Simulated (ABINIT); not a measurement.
# GaGe3 (Pm-3m) in ABINIT: reference runs

Aim: a first look at GaGe3 with PBEsol, on the cell as given and on a disturbed one.

All numbers are computed with ABINIT 10.8.3 (patched build); they aren't measurements. Logs are shortened: lines on timing, memory, paths and dates and some standing lists are left out, and cuts for length are marked. The log counts tension as positive stress, the text compression.

## Step 1: The crystal as given

Symmetry: Pm-3m, No. 221, cubic system. The conventional cell has a = 4.278 Å, b = 4.278 Å, c = 4.278 Å, α = 90.00°, β = 90.00°, γ = 90.00°. Around Ge (site symmetry 4/mmm) lie 8 Ge at 3.03 Å and 4 Ga at 3.03 Å. Ga (site symmetry m-3m) is surrounded by 12 Ge at 3.03 Å.

The cell comes from a database or a generator and needn't be the stable form of this composition.

## Step 2: Single point, PBEsol

Input file run.abi:

```
# Pseudopotentials
pp_dirpath "./"
pseudos "Ge.upf, Ga.upf"

# Structure
acell 3*1.0 Angstrom
rprim
     4.2784660000     0.0000000000     0.0000000000
     0.0000000000     4.2784660000     0.0000000000
     0.0000000000     0.0000000000     4.2784660000
ntypat 2
znucl 32 31
natom 4
typat 1 1 1 2
xred
     0.5000000000     0.5000000000     0.0000000000
     0.5000000000     0.0000000000     0.5000000000
     0.0000000000     0.5000000000     0.5000000000
     0.0000000000     0.0000000000     0.0000000000

# Plane-wave basis
ecut 40.0

# k points
kptopt 1
ngkpt 6 6 6
nshiftk 1
shiftk 0.0 0.0 0.0

# Exchange and correlation
ixc -116133

# Bands and occupations
nband 33
occopt 3
tsmear 0.05 eV

# SCF cycle
nstep 100
tolvrs 1.0e-10

# Output
iomode 3
prtwf 0
prteig 0
prtebands 0
enunit 1
prtden 1
prtvha 1
prtvclmb 1
prtpot 1
prtelf 1
```

Potentials or basis: PseudoDojo NC SR PBEsol v0.4.1 standard.

Command:

```bash
> mpirun --bind-to none -np 4 abinit run.abi > log 2>&1
```

run.abo:

```text
.Version 10.8.3 of ABINIT
 Symmetries : space group Pm -3 m (#221); Bravais cP (primitive cubic)
================================================================================
 Values of the parameters that define the memory need of the present run
     intxc =       0    ionmov =       0      iscf =       7    lmnmax =       6
     lnmax =       6     mgfft =      48  mpssoang =       3    mqgrid =    3001
     natom =       4  nloc_mem =       1    nspden =       1   nspinor =       1
    nsppol =       1      nsym =      48    n1xccc =    2501    ntypat =       2
    occopt =       3   xclevel =       2
       mpw =        6411          nfft =      110592          nkpt =          20
================================================================================
================================================================================

--------------------------------------------------------------------------------
------------- Echo of variables that govern the present computation ------------
--------------------------------------------------------------------------------
 -outvars: echo values of preprocessed input variables --------
            acell      1.8897261259E+00  1.8897261259E+00  1.8897261259E+00 Bohr
              amu      7.26100000E+01  6.97230000E+01
             ecut      4.00000000E+01 Hartree
           enunit           1
              ixc     -116133
         kptrlatt        6    0    0      0    6    0      0    0    6
          kptrlen      4.85107739E+01
            natom           4
            nband          33
            ngfft          48      48      48
             nkpt          20
            nstep         100
             nsym          48
           ntypat           2
           occopt           3
        prtebands           0
           prteig           0
           prtelf           1
           prtpot           1
         prtvclmb           1
           prtvha           1
            prtwf           0
            rprim      4.2784660000E+00  0.0000000000E+00  0.0000000000E+00
                       0.0000000000E+00  4.2784660000E+00  0.0000000000E+00
                       0.0000000000E+00  0.0000000000E+00  4.2784660000E+00
          spgroup         221
           tolvrs      1.00000000E-10
           tsmear      1.83746611E-03 Hartree
            typat      1  1  1  2
           xangst      2.1392330000E+00  2.1392330000E+00  0.0000000000E+00
                       2.1392330000E+00  0.0000000000E+00  2.1392330000E+00
                       0.0000000000E+00  2.1392330000E+00  2.1392330000E+00
                       0.0000000000E+00  0.0000000000E+00  0.0000000000E+00
            xcart      4.0425644895E+00  4.0425644895E+00  0.0000000000E+00
                       4.0425644895E+00  0.0000000000E+00  4.0425644895E+00
                       0.0000000000E+00  4.0425644895E+00  4.0425644895E+00
                       0.0000000000E+00  0.0000000000E+00  0.0000000000E+00
             xred      5.0000000000E-01  5.0000000000E-01  0.0000000000E+00
                       5.0000000000E-01  0.0000000000E+00  5.0000000000E-01
                       0.0000000000E+00  5.0000000000E-01  5.0000000000E-01
                       0.0000000000E+00  0.0000000000E+00  0.0000000000E+00
            znucl       32.00000   31.00000

================================================================================

 chkinp: Checking input parameters for consistency.

================================================================================
== DATASET  1 ==================================================================

--- !DatasetInfo
iteration_state: {dtset: 1, }
dimensions: {natom: 4, nkpt: 20, mband: 33, nsppol: 1, nspinor: 1, nspden: 1, mpw: 6411, }
cutoff_energies: {ecut:  40.0, pawecutdg:  -1.0, }
electrons: {nelect:   5.50000000E+01, charge:   0.00000000E+00, occopt:   3.00000000E+00, tsmear:   1.83746611E-03, }
meta: {optdriver: 0, ionmov: 0, optcell: 0, iscf: 7, paral_kgb: 0, }
...

 Real(R)+Recip(G) space primitive vectors, cartesian coordinates (Bohr,Bohr^-1):
 R(1)=  8.0851290  0.0000000  0.0000000  G(1)=  0.1236839  0.0000000  0.0000000
 R(2)=  0.0000000  8.0851290  0.0000000  G(2)=  0.0000000  0.1236839  0.0000000
 R(3)=  0.0000000  0.0000000  8.0851290  G(3)=  0.0000000  0.0000000  0.1236839
 Unit cell volume ucvol=  5.2851931E+02 bohr^3
 Angles (23,13,12)=  9.00000000E+01  9.00000000E+01  9.00000000E+01 degrees

 getcut: wavevector=  0.0000  0.0000  0.0000  ngfft=  48  48  48
         ecut(hartree)=     40.000   => boxcut(ratio)=   2.08525

--- Pseudopotential description ------------------------------------------------
- pspini: atom type   1  psp file is ./Ge.upf
12 -116133 2 -1 1560                          pspcod,pspxc,lmax,lloc,mmax
     nproj     2     2     2

- pspini: atom type   2  psp file is ./Ga.upf
12 -116133 2 -1 1902                          pspcod,pspxc,lmax,lloc,mmax
[... 58 lines left out ...]
lattice_angles: [ 90.000,  90.000,  90.000, ] # degrees, (23, 13, 12)
lattice_volume:   5.2851931E+02
convergence: {deltae: -2.257E-11, res2:  2.644E-11, residm:  3.005E-04, diffor: null, }
etotal    :  -3.43921784E+02
entropy   :   0.00000000E+00
fermie    :   1.91174477E-01
cartesian_stress_tensor: # hartree/bohr^3
- [  1.15488440E-04,   0.00000000E+00,   0.00000000E+00, ]
- [  0.00000000E+00,   1.15488440E-04,   0.00000000E+00, ]
- [  0.00000000E+00,   0.00000000E+00,   1.15488440E-04, ]
pressure_GPa:  -3.3978E+00
xred      :
- [  5.0000E-01,   5.0000E-01,   0.0000E+00, Ge]
- [  5.0000E-01,   0.0000E+00,   5.0000E-01, Ge]
- [  0.0000E+00,   5.0000E-01,   5.0000E-01, Ge]
- [  0.0000E+00,   0.0000E+00,   0.0000E+00, Ga]
cartesian_forces: # hartree/bohr
- [ -0.00000000E+00,  -0.00000000E+00,  -0.00000000E+00, ]
- [ -0.00000000E+00,  -0.00000000E+00,  -0.00000000E+00, ]
- [ -0.00000000E+00,  -0.00000000E+00,  -0.00000000E+00, ]
- [ -0.00000000E+00,  -0.00000000E+00,  -0.00000000E+00, ]
force_length_stats: {min:   0.00000000E+00, max:   0.00000000E+00, mean:   0.00000000E+00, }
...

 Integrated electronic density in atomic spheres:
 ------------------------------------------------
 Atom  Sphere_radius  Integrated_density
    1        2.00000         11.43512346
    2        2.00000         11.43512346
    3        2.00000         11.43512346
    4        2.00000         10.75654291
================================================================================

 ----iterations are completed or convergence reached----

 Mean square residual over all n,k,spin=   14.215E-07; max=  30.046E-05
 reduced coordinates (array xred) for    4 atoms
       0.500000000000      0.500000000000      0.000000000000
       0.500000000000      0.000000000000      0.500000000000
       0.000000000000      0.500000000000      0.500000000000
       0.000000000000      0.000000000000      0.000000000000
 rms dE/dt=  0.0000E+00; max dE/dt=  0.0000E+00; dE/dt below (all hartree)
    1       0.000000000000      0.000000000000      0.000000000000
    2       0.000000000000      0.000000000000      0.000000000000
    3       0.000000000000      0.000000000000      0.000000000000
    4       0.000000000000      0.000000000000      0.000000000000

 cartesian coordinates (angstrom) at end:
    1      2.13923300000000     2.13923300000000     0.00000000000000
    2      2.13923300000000     0.00000000000000     2.13923300000000
    3      0.00000000000000     2.13923300000000     2.13923300000000
    4      0.00000000000000     0.00000000000000     0.00000000000000

 cartesian forces (hartree/bohr) at end:
    1     -0.00000000000000    -0.00000000000000    -0.00000000000000
    2     -0.00000000000000    -0.00000000000000    -0.00000000000000
    3     -0.00000000000000    -0.00000000000000    -0.00000000000000
    4     -0.00000000000000    -0.00000000000000    -0.00000000000000
 frms,max,avg= 0.0000000E+00 0.0000000E+00   0.000E+00  0.000E+00  0.000E+00 h/b

 cartesian forces (eV/Angstrom) at end:
    1     -0.00000000000000    -0.00000000000000    -0.00000000000000
    2     -0.00000000000000    -0.00000000000000    -0.00000000000000
    3     -0.00000000000000    -0.00000000000000    -0.00000000000000
    4     -0.00000000000000    -0.00000000000000    -0.00000000000000
 frms,max,avg= 0.0000000E+00 0.0000000E+00   0.000E+00  0.000E+00  0.000E+00 e/A
 length scales=  1.889726125908  1.889726125908  1.889726125908 bohr
              =  1.000000000000  1.000000000000  1.000000000000 angstroms
 Fermi (or HOMO) energy (eV) =   5.20212   Average Vxc (eV)= -11.30059
 Eigenvalues (   eV  ) for nkpt=  20  k points:
 kpt#   1, nband= 33, wtk=  0.00463, kpt=  0.0000  0.0000  0.0000 (reduced coord)
 -19.57707  -19.57707  -19.57707  -19.56819  -19.53283  -19.53283  -19.50247  -19.50247
 -19.50247  -19.48673  -19.48673  -19.46002  -19.44916  -19.44916  -19.44916   -9.51066
  -9.51066   -9.49446   -9.49446   -9.49446   -7.29409   -0.37123   -0.37123    1.42141
   1.42141    1.42141    1.86284    7.80323    7.80323    7.80323    8.73234    8.73234
   8.73234
 prteigrs : prtvol=0 or 1, do not print more k-points.

--- !EnergyTerms
iteration_state     : {dtset: 1, }
comment             : Components of total free energy in Hartree
kinetic             :  2.63571474597313E+02
hartree             :  8.79856206957490E+01
xc                  : -8.53968416316781E+01
Ewald energy        : -2.14529232280416E+02
psp_core            :  1.21872040746196E+01
local_psp           : -2.27999694135590E+02
non_local_psp       : -1.79739486200965E+02
internal            : -3.43920954880967E+02
'-kT*entropy'       : -8.28949676231273E-04
total_energy        : -3.43921783830643E+02
total_energy_eV     : -9.35858849822242E+03
band_energy         : -2.49508761341465E+01
...

 Cartesian components of stress tensor (hartree/bohr^3)
  sigma(1 1)=  1.15488440E-04  sigma(3 2)=  0.00000000E+00
  sigma(2 2)=  1.15488440E-04  sigma(3 1)=  0.00000000E+00
  sigma(3 3)=  1.15488440E-04  sigma(2 1)=  0.00000000E+00

-Cartesian components of stress tensor (GPa)         [Pressure= -3.3978E+00 GPa]
- sigma(1 1)=  3.39778720E+00  sigma(3 2)=  0.00000000E+00
- sigma(2 2)=  3.39778720E+00  sigma(3 1)=  0.00000000E+00
- sigma(3 3)=  3.39778720E+00  sigma(2 1)=  0.00000000E+00

== END DATASET(S) ==============================================================
================================================================================

 -outvars: echo values of variables after computation  --------
            acell      1.8897261259E+00  1.8897261259E+00  1.8897261259E+00 Bohr
           etotal     -3.4392178383E+02
            fcart     -0.0000000000E+00 -0.0000000000E+00 -0.0000000000E+00
                      -0.0000000000E+00 -0.0000000000E+00 -0.0000000000E+00
                      -0.0000000000E+00 -0.0000000000E+00 -0.0000000000E+00
                      -0.0000000000E+00 -0.0000000000E+00 -0.0000000000E+00
            rprim      4.2784660000E+00  0.0000000000E+00  0.0000000000E+00
                       0.0000000000E+00  4.2784660000E+00  0.0000000000E+00
                       0.0000000000E+00  0.0000000000E+00  4.2784660000E+00
           strten      1.1548843964E-04  1.1548843964E-04  1.1548843964E-04
                       0.0000000000E+00  0.0000000000E+00  0.0000000000E+00
           xangst      2.1392330000E+00  2.1392330000E+00  0.0000000000E+00
                       2.1392330000E+00  0.0000000000E+00  2.1392330000E+00
                       0.0000000000E+00  2.1392330000E+00  2.1392330000E+00
                       0.0000000000E+00  0.0000000000E+00  0.0000000000E+00
             xred      5.0000000000E-01  5.0000000000E-01  0.0000000000E+00
                       5.0000000000E-01  0.0000000000E+00  5.0000000000E-01
                       0.0000000000E+00  5.0000000000E-01  5.0000000000E-01
                       0.0000000000E+00  0.0000000000E+00  0.0000000000E+00
 Calculation completed.
```

Wall time 28 s (4 MPI ranks of AMD EPYC 9R45 (Zen 5), shared host); peak memory 0.4 GiB.

Results:

```yaml
Free_energy: -9358.5885 eV
Pressure: -3.4 GPa
Band_gap_on_the_k_mesh: none (metal or under the smearing width)
Valence_electrons_inside_the_program's_atomic_spheres: Ge 11.44; Ga 10.76
```

## Step 3: Single point, PBEsol (atoms moved at random, drawn with an rms of 0.05 Å)

Input file run.abi:

```
pp_dirpath "./"
pseudos "Ge.upf, Ga.upf"

acell 3*1.0
rprim
     8.0851289735     0.0000000000     0.0000000000
     0.0000000000     8.0851289735     0.0000000000
     0.0000000000     0.0000000000     8.0851289735
ntypat 2
znucl 32 31
natom 4
typat 1 1 1 2
xred
     0.5006010000     0.4993680000    -0.0079840000
     0.5150890000    -0.0068830000     0.4946610000
     0.0124480000     0.4926530000     0.4999670000
     0.0036790000     0.0065190000     0.0059030000
chkprim 0
chksymtnons 0
tolsym 1.0e-6

ecut 40.0

kptopt 1
ngkpt 6 6 6
nshiftk 1
shiftk 0.0 0.0 0.0

ixc -116133

nband 33
occopt 3
tsmear 0.05 eV

nstep 100
tolvrs 1.0e-10

iomode 3
prtwf 0
prteig 0
prtebands 0
enunit 2
prtden 1
prtvha 1
prtvclmb 1
prtpot 1
prtelf 1
```

Potentials or basis: PseudoDojo NC SR PBEsol v0.4.1 standard.

Command:

```bash
> mpirun --bind-to none -np 4 abinit run.abi > log 2>&1
```

It took 2.5 min on 4 MPI ranks of AMD EPYC 9R45 (Zen 5), shared host; peak memory 0.68 GiB.

Results (log left out):

* Free energy: -9358.5893 eV
* Pressure: -3.4 GPa
* Largest force: 0.109 eV/Å
* Band gap on the k mesh: none (metal or under the smearing width)
* Valence electrons inside the program's atomic spheres: Ge 11.44, 11.45; Ga 10.76

Forces on the atoms (eV/Å):
```
Ge  -0.069  0.078 -0.031
Ge   0.042 -0.040  0.015
Ge   0.017  0.024  0.056
Ga   0.011 -0.062 -0.039
```

Stress tensor (GPa, compression positive):
```
-3.39  0.02 -0.03
 0.02 -3.45  0.01
-0.03  0.01 -3.35
```

Levels at points of the mesh, in eV from the Fermi level:
```
           k point  band 25  band 26  band 27  band 28  band 29  band 30  band 31  band 32
(0.00, 0.00, 0.00)    -3.77    -3.76    -3.28     2.60     2.61     2.61     3.52     3.54
(0.50, 0.00, 0.00)    -1.92    -1.91    -1.33    -1.32    -0.03     0.22     4.38     4.52
(0.00, 0.50, 0.00)    -1.92    -1.91    -1.33    -1.31    -0.03     0.21     4.38     4.53
(0.50, 0.50, 0.00)    -0.75    -0.18    -0.18    -0.03     0.24     0.30     0.67     1.62
(0.00, 0.00, 0.50)    -1.93    -1.91    -1.34    -1.31     0.00     0.23     4.37     4.46
(0.50, 0.00, 0.50)    -0.74    -0.19    -0.18     0.04     0.24     0.25     0.67     1.60
(0.00, 0.50, 0.50)    -0.74    -0.20    -0.19     0.02     0.24     0.29     0.68     1.60
(0.50, 0.50, 0.50)    -5.28    -4.88    -4.88    -4.81     6.60     6.61     6.67     6.67
```
